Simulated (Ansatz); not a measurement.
# AlHCl4: the cost of one run

Method: DFT PBE, scalar-relativistic, plane waves, PAW, in Ansatz 0.2.0.

1 further run of the same task is left out (it didn't finish).

## Step 1: The structure to begin with

The structure is hexagonal, space group P-6m2 (No. 187). Conventional cell: a = 6.023 Å, b = 6.023 Å, c = 4.542 Å, α = 90.00°, β = 90.00°, γ = 120.00°. Around Al (site symmetry -6m2) lie 3 H at 3.48 Å and 15 Cl at 3.48 to 3.77 Å. H (site symmetry -6m2) is surrounded by 9 Cl at 2.87 to 3.48 Å and 3 Al at 3.48 Å. Around Cl (site symmetry -6m2) lie 6 Cl at 2.85 Å and 3 Al at 3.48 Å and 3 H at 3.48 Å. Cl (site symmetry mm2) is surrounded by 6 Cl at 2.85 to 3.03 Å and 2 H at 2.87 Å and 4 Al at 3.77 Å.

As a file:

```cif
data_structure
_symmetry_space_group_name_H-M 'P 1'
_symmetry_Int_Tables_number 1
_cell_length_a 6.0235
_cell_length_b 6.0235
_cell_length_c 4.5420
_cell_angle_alpha 90.000
_cell_angle_beta 90.000
_cell_angle_gamma 120.000
_cell_volume 142.72
loop_
_atom_site_label
_atom_site_type_symbol
_atom_site_fract_x
_atom_site_fract_y
_atom_site_fract_z
_atom_site_occupancy
Al1 Al 0.00000 0.00000 0.00000 1
H1 H 0.33333 0.66667 0.00000 1
Cl1 Cl 0.66667 0.33333 0.00000 1
Cl2 Cl 0.50092 0.00184 0.50000 1
Cl3 Cl 0.99816 0.49908 0.50000 1
Cl4 Cl 0.50092 0.49908 0.50000 1
```

Recipe of the guess: species swapped into a database cell of PrAlCu4 (P-6m2, No. 187), with Al on the Pr sites, H on the Al sites and Cl on the Cu sites. The dimensions are guesses.

## Step 2: The guess as it stands, on a coarse mesh

Input file input.yaml:

```yaml
crystal:
  lattice:
    - [6.02348732, 0.0, 0.0]
    - [-3.01174366, 5.21649304, 0.0]
    - [0.0, 0.0, 4.54203667]
  atoms:
    - { symbol: Al, position: [0.0, 0.0, 0.0] }
    - { symbol: H, position: [0.33333333, 0.66666667, 0.0] }
    - { symbol: Cl, position: [0.66666667, 0.33333333, 0.0] }
    - { symbol: Cl, position: [0.500918, 0.001836, 0.5] }
    - { symbol: Cl, position: [0.998164, 0.499082, 0.5] }
    - { symbol: Cl, position: [0.500918, 0.499082, 0.5] }
basis:
  ecutwfc: 420
kpoints:
  mp_grid: { grid: [3, 3, 4] }
hamiltonian:
  xc: pbe
scf:
  occupations: { method: gaussian, width: 0.1 }
  lower_state_search: "off"
output:
  forces: true
  stress: true
  eigenvalues: true
```

The run is started by

```bash
> ansatz run input.yaml --threads 1 --pin off --max-ram 2560MiB --backend cpu --events-out ev --progress --plain --runs-dir out
```

**Question.** How long does this run take on 1 thread of Intel Xeon at 2.70GHz, shared host, and how much memory does it need?

About 4.3 s, with a peak of 0.35 GiB.
